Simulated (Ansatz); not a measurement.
# Si (P6/mmm): scan of the energy under strain

What does a strain cost in Si (P6/mmm)? A script is to give a scan of the energy under strain; the system is Si (P6/mmm).

All numbers are computed with Ansatz 0.2.0 through its Python package. Level of theory: DFT LDA, plane waves, PAW.

### Step 1. The system

It takes space group P6/mmm (No. 191, hexagonal). Conventional cell: a = 2.527 Å, b = 2.527 Å, c = 2.373 Å, α = 90.00°, β = 90.00°, γ = 120.00°. Around Si (site symmetry 6/mmm) lie 8 Si at 2.37 to 2.53 Å.

The script holds or builds the structure itself.

### Step 2. The script

File strain_si.py:

```python
"""Energy of Si under uniaxial strain, ions carried with the cell."""

import ansatz as az
import numpy as np
from tabulate import tabulate

VECTORS = np.array([
    [2.527, 0.0, 0.0],
    [-1.2635, 2.188446, 0.0],
    [0.0, 0.0, 2.373],
])
SITES = [
    ("Si", (0.0, 0.0, 0.0)),
]


def make_crystal(cell):
    crystal = az.Crystal(lattice=az.Lattice.of(cell))
    for symbol, position in SITES:
        crystal = crystal.atom(symbol, position)
    return crystal


def main() -> None:
    # clamped ions: the fractional positions stay as typed
    values = np.linspace(-0.05, 0.05, 5)
    energies = []
    for d in values:
        strain = np.diag([0, 0, d])
        cell = VECTORS @ (np.eye(3) + strain)
        model = make_crystal(cell).calculation()
        model = model.occupations("Fermi-Dirac", width=0.1)
        model = model.functional("lda")
        model = model.basis(520)
        model = model.kpoints(16, 16, 14)
        model = model.stress()
        summary = model.run(threads=1).report
        energies.append(summary["free_energy_ev"] / len(SITES))
        s = summary["stress_gpa"]
        print(f"d = {d:+.4f}  stress xx yy zz xy (GPa, compression positive): {s[0][0]:8.3f} {s[1][1]:8.3f} {s[2][2]:8.3f} {s[0][1]:8.3f}")
    energies = np.array(energies)

    print(tabulate(zip(values, 1000 * (energies - energies.min())), headers=["strain", "dE (meV/atom)"], floatfmt=".3f"))
    curvature = 2 * np.polyfit(values, energies, 3)[1]
    volume = abs(np.linalg.det(VECTORS)) / len(SITES)
    print(f"d2E/dd2 over the volume: {curvature / volume * 160.21766:.1f} GPa")


if __name__ == "__main__":
    main()
```

### Step 3. The calls as engine input

The package turns the script's settings into the engine's input (first run):

```yaml
crystal:
  lattice:
    - [2.527, 0.0, 0.0]
    - [-1.2635, 2.188446, 0.0]
    - [0.0, 0.0, 2.25435]
  atoms:
    - { symbol: Si, position: [0.0, 0.0, 0.0] }
basis:
  ecutwfc: 520.0
kpoints:
  mp_grid:
    grid: [16, 16, 14]
hamiltonian:
  xc: lda
scf:
  occupations:
    method: fermi_dirac
    width: 0.1
output:
  stress: true
```

### Step 4. Launch

Command:

```
$ python strain_si.py
```

**Question.** How much energy does this uniaxial strain cost, and what curvature follows?

As calculated:

```
                  quantity            value
curvature under the strain        437.3 GPa
             runs compared                5
           range of energy  141.92 meV/atom
      lowest point, strain            0.050
```

Against the unstrained cell the energy per atom changes by +115.44 meV at one end of the scan and -26.48 meV at the other, and its second derivative over the volume is 437.3 GPa. The minimum lies outside the range, as the cell stands under stress. Notes:
- The curvature belongs to this strain pattern and to the cell's stress; it equals a single elastic constant only for simple patterns.
- In a metal a curvature from energy changes of a few meV or less hangs on mesh and smearing, in size and even in sign.
- At these settings the cell as given stands under about 15 GPa, so it isn't at this functional's equilibrium volume.
- This isn't the structure that Si takes at ambient conditions.
- The ions keep their fractional positions (clamped ions).
